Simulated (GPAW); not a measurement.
Input of a GPAW 26.7.0 run:

The input run.py:

```python
from ase import Atoms
from ase.dft.bandgap import bandgap
from ase.io import write
from ase.units import Bohr, GPa
from gpaw import GPAW, PW
from gpaw.elf import elf_from_dft_calculation

atoms = Atoms(['Ta', 'V', 'N', 'N'],
              cell=[[3.049867, 0.0, 0.0],
                    [0.0, 3.049867, 0.0],
                    [0.0, 0.0, 4.296062]],
              scaled_positions=[[0.0, 0.0, 0.0],
                                [0.5, 0.5, 0.5],
                                [0.5, 0.5, 0.0],
                                [0.0, 0.0, 0.5]],
              pbc=True)
atoms.set_initial_magnetic_moments([0.0, 2.0, 0.0, 0.0])

calc = GPAW(mode=PW(800),
            xc='PBE',
            kpts={'size': (9, 9, 6), 'gamma': True},
            occupations={'name': 'fermi-dirac', 'width': 0.05},
            nbands=34,
            convergence={'density': 1e-05, 'energy': 1e-05},
            maxiter=150,
            txt='gpaw.txt')
atoms.calc = calc
energy = atoms.get_potential_energy()
forces = atoms.get_forces()
stress = atoms.get_stress()
calc.write('gs.gpw')
write('result.traj', atoms)
print(f'Energy: {energy:.6f} eV')
print('Forces (eV/A):')
print(forces.round(4))
print('Stress (GPa):', (stress / GPa).round(3))
print('Moments:', calc.get_magnetic_moments().round(3))
print('Fermi level:', round(calc.get_fermi_level(), 4), 'eV')
print(f'Gap: {bandgap(calc)[0]:.4f} eV, direct: {bandgap(calc, direct=True)[0]:.4f} eV')

# fields on the real-space grid
write('density.cube', atoms, data=calc.get_pseudo_density() * Bohr**3)
write('potential.cube', atoms, data=calc.get_electrostatic_potential())
write('spin.cube', atoms, data=(calc.get_pseudo_density(spin=0) - calc.get_pseudo_density(spin=1)) * Bohr**3)
write('elf.cube', atoms, data=elf_from_dft_calculation(calc).data)
```

Potentials or basis: GPAW PAW data sets (gpaw-data 1.2.1), pw.

The run is started by

```console
$ OMP_NUM_THREADS=1 python run.py
```

**Question.** What does it give for the pressure?

**Answer.** 0.0 GPa.

**Question.** Estimate the site moments.

**Answer.** Ta -0.06; V +1.05; N +0.01 μB.

Stress tensor (GPa, compression positive):
```
 0.00  0.00  0.00
 0.00  0.00  0.00
 0.00  0.00 -0.12
```

Spin-orbit coupling is left out, which matters for the levels of Ta.
